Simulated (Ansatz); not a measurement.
# BH4NSSi: how energies converge with the basis set

One table from this session's results is given with a row withheld; the runs are named, their logs left out.

The runs use Ansatz 0.2.0, Gaussian basis; one geometry, several basis sets.

The runs, in order: PBE0-D4/def2-SVP; ωB97M-V/def2-SVP; PBE0-D4/def2-QZVPP; ωB97M-V/def2-QZVPP; the functionals' def2-TZVPP values are taken from earlier runs.

1 further run of the same task is left out (it didn't finish).

**Structure used throughout**

The geometry comes from an earlier relaxation with PBE0-D4 in a triple-zeta def2 set; it is a stationary point, not always the lowest conformer.

SMILES `S[SiH]1BN1`, 8 atoms, charge 0, spin multiplicity 1.

Atoms are counted from 1 here; the program's logs count them from 0.

Bond lengths: S1–Si2 2.130 Å, S1–H5 1.344 Å, Si2–B3 1.919 Å, Si2–N4 1.749 Å, Si2–H6 1.482 Å, B3–N4 1.383 Å, B3–H7 1.188 Å, N4–H8 1.010 Å. Angles: Si2–S1–H5 95.1°, S1–Si2–B3 124.2°, S1–Si2–N4 118.5°, S1–Si2–H6 108.2°, B3–Si2–N4 44.0°, B3–Si2–H6 127.6°, N4–Si2–H6 114.3°, Si2–B3–N4 61.5°, Si2–B3–H7 162.4°, N4–B3–H7 136.1°, Si2–N4–B3 74.5°, Si2–N4–H8 148.9°, B3–N4–H8 136.5°.

Coordinates:

```
atom     x (Å)     y (Å)     z (Å)
  S1  -2.19870  -0.55474  -0.36035
 Si2  -0.32660  -0.03909   0.51537
  B3   1.35054  -0.82549   0.01417
  N4   0.99959   0.39208  -0.54106
  H5  -2.81681   0.58197   0.00191
  H6  -0.57877   0.93216   1.60584
  H7   2.26475  -1.57759  -0.08015
  H8   1.39821   1.03359  -1.21153
```

Set-up of the first run:

The input, in.yaml:

```yaml
crystal:
  periodic: [false, false, false]
  atoms:
    - {symbol: S, position_ang: [-2.198701, -0.554737, -0.360355]}
    - {symbol: Si, position_ang: [-0.326604, -0.039088, 0.515371]}
    - {symbol: B, position_ang: [1.350543, -0.825486, 0.014172]}
    - {symbol: N, position_ang: [0.999586, 0.392081, -0.541059]}
    - {symbol: H, position_ang: [-2.816811, 0.581971, 0.001910]}
    - {symbol: H, position_ang: [-0.578772, 0.932158, 1.605840]}
    - {symbol: H, position_ang: [2.264751, -1.577591, -0.080150]}
    - {symbol: H, position_ang: [1.398209, 1.033592, -1.211530]}
basis:
  gaussian: {orbitals: def2-SVP}
hamiltonian: {xc: pbe0, dispersion: d4}
output: {orbitals: {seedname: orbitals}}
```

Steps of the session up to this table: PBE0-D4 in def2-SVP; ωB97M-V in def2-SVP; PBE0-D4 in def2-QZVPP; ωB97M-V in def2-QZVPP.

One of the session's tables, all rows but one given; the rest of the session is left out.

It belongs to the step «Density functionals: the series». 

| functional | basis | HOMO (eV) |
| --- | --- | --- |
| PBE0-D4 | def2-SVP | ? |
| PBE0-D4 | def2-TZVPP | -7.03 |
| PBE0-D4 | def2-QZVPP | -7.05 |
| ωB97M-V | def2-SVP | -9.01 |
| ωB97M-V | def2-TZVPP | -9.11 |
| ωB97M-V | def2-QZVPP | -9.13 |

Q: Estimate the row for PBE0-D4, def2-SVP from the others.

The run gave: HOMO (eV): -6.96. In the column «HOMO (eV)» it is the highest.
